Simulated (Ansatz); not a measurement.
Working through cell relaxations under several functionals of TiNCl, space group Pmmn

Computed with the Python package of Ansatz (0.2.0).

Run as a notebook:

```python
import ansatz as az
import numpy as np
```

```python
def edges_and_angles(cell):
    cell = np.asarray(cell)
    a, b, c = np.linalg.norm(cell, axis=1)
    cosines = cell[1] @ cell[2] / (b * c), cell[0] @ cell[2] / (a * c), cell[0] @ cell[1] / (a * b)
    return (a, b, c, *np.degrees(np.arccos(cosines)))

lattice = az.Lattice.of(
    (3.258, 0.0, 0.0),
    (0.0, 3.937, 0.0),
    (0.0, 0.0, 7.803),
)
sites = [
    ("Ti", (0.0, 0.5, 0.1)),
    ("Ti", (0.5, 0.0, 0.9)),
    ("N", (0.5, 0.5, 0.95)),
    ("N", (0.0, 0.0, 0.05)),
    ("Cl", (0.5, 0.5, 0.33)),
    ("Cl", (0.0, 0.0, 0.67)),
]
xtal = az.Crystal(lattice=lattice)
for symbol, position in sites:
    xtal = xtal.atom(symbol, position)
```

```python
calc = (
    xtal.calculation()
    .occupations(az.OccupationsMethod.FIXED)
    .kpoints(6, 6, 4, center="gamma")
    .relax(cell=True, force_tolerance=0.05)
)
```

```python
levels = [("pbesol", "none"), ("lda", "none"), ("blyp", "d3bj")]
print("level            a       b       c    alpha   beta  gamma  V/atom  steps")
for name, dispersion in levels:
    seen = []
    run = calc.functional(name, dispersion=dispersion).session().plan()
    done = run.execute(on_event=lambda e: seen.append(e) if e["event"] == "relax_step" else None)
    cell = done.lattice.cell_ang
    label = name if dispersion == "none" else f"{name}+{dispersion}"
    print("{:13s} {:7.4f} {:7.4f} {:7.4f} {:6.2f} {:6.2f} {:6.2f}".format(label, *edges_and_angles(cell)), f"{abs(np.linalg.det(cell)) / len(done.lattice.sites):7.3f} {len(seen):5d}")
```

    level            a       b       c    alpha   beta  gamma  V/atom  steps
    DeckWarning: basis.ecutwfc = 420 eV, auto-derived from the records' recommended cutoffs: set by Ti (normal level)
    pbesol         3.2345  3.9230  8.2869  90.00  90.00  90.00  17.525    13
    lda            3.2069  3.8892  7.5848  90.00  90.00  90.00  15.767     8
    blyp+d3bj      3.2652  3.9226  7.5358  90.00  90.00  90.00  16.087     9

From smallest to largest: LDA (15.77 Å³ an atom, -5.5 % against the start), BLYP+D3BJ (16.09 Å³ an atom, -3.6 % against the start) and PBEsol (17.53 Å³ an atom, +5.1 % against the start). The spread is 11.2 % in volume.

Notes:
- Spin is left out of this run.
- The structure is a deposited one; some such entries were measured under pressure or heat, so a shift against it needn't be the functional's error alone.
- Warnings are shown shortened and without file and line.
- Hardware and time: 3.2 min on 1 thread of Arm Neoverse V2, on a shared host, peak memory 0.53 GiB.
